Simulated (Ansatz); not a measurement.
# YMnO3: the cost of one run

Computed with Ansatz 0.2.0 (DFT PBEsol, scalar-relativistic, plane waves, PAW, unless a step's input says otherwise).

2 further runs of the same task are left out: 2 set aside as unsound or not needed. Runs told in other sessions of the task aren't counted.

## 1. Starting point

It takes space group P6_3/mmc (No. 194, hexagonal). Conventional cell: a = 3.527 Å, b = 3.527 Å, c = 11.053 Å, α = 90.00°, β = 90.00°, γ = 120.00°. Around Y (site symmetry -3m) lie 6 O at 2.24 Å. Around Mn (site symmetry -6m2) lie 5 O at 1.83 to 2.04 Å. O (site symmetry -6m2) is surrounded by 3 Mn at 2.04 Å. Around O (site symmetry 3m) lie 1 Mn at 1.83 Å and 3 Y at 2.24 Å.

Structure file:

```xyz
10
Lattice="3.5274 0.0000 0.0000 -1.7637 3.0548 0.0000 0.0000 0.0000 11.0528" Properties=species:S:1:pos:R:3 pbc="T T T"
Y     0.0000    0.0000    0.0000
Y     0.0000    0.0000    5.5264
Mn    0.0000    2.0366    2.7632
Mn    1.7637    1.0183    8.2896
O     0.0000    0.0000    2.7632
O     0.0000    0.0000    8.2896
O     0.0000    2.0366    0.9316
O     1.7637    1.0183    6.4580
O     0.0000    2.0366    4.5948
O     1.7637    1.0183   10.1212
```

## 2. Volume x 0.97, shape and atoms relaxed

File input.yaml:

```yaml
crystal:
  lattice:
    - [3.5274253378, 0.0, 0.0]
    - [-1.7637126689, 3.0548399525, 0.0]
    - [0.0, 0.0, 11.0528039888]
  atoms:
    - { symbol: "Y", position: [0.0, 0.0, 0.0] }
    - { symbol: "Y", position: [0.0, 0.0, 0.5] }
    - { symbol: Mn, position: [0.3333333333, 0.6666666667, 0.25], spin: 3.41 }
    - { symbol: Mn, position: [0.6666666667, 0.3333333333, 0.75], spin: 3.41 }
    - { symbol: O, position: [0.0, 0.0, 0.25] }
    - { symbol: O, position: [0.0, 0.0, 0.75] }
    - { symbol: O, position: [0.3333333333, 0.6666666667, 0.0842854205] }
    - { symbol: O, position: [0.6666666667, 0.3333333333, 0.5842854205] }
    - { symbol: O, position: [0.3333333333, 0.6666666667, 0.4157145795] }
    - { symbol: O, position: [0.6666666667, 0.3333333333, 0.9157145795] }
basis:
  ecutwfc: 420
kpoints:
  mp_grid: { grid: [12, 12, 4] }
hamiltonian:
  xc: pbesol
scf:
  occupations: { method: gaussian, width: 0.1 }
output:
  forces: true
  stress: true
  eigenvalues: true
  populations: true
magnetization:
  spin_polarized: true
relax:
  adjacent_minimum: "off"
  f_tol: 0.01
  max_steps: 30
  cell: { stress_tol: 0.1, fix: [volume] }
```

Run with:

```
ansatz run input.yaml --threads 2 --pin off --max-ram 5120MiB --backend cpu --events-out ev --progress --plain --runs-dir out
```

Q: Estimate wall time and peak memory on 2 threads of Intel Xeon Platinum 8259CL at 2.50GHz (Skylake/Cascade Lake), shared host.

About 2.5 min, with a peak of 0.9 GiB.
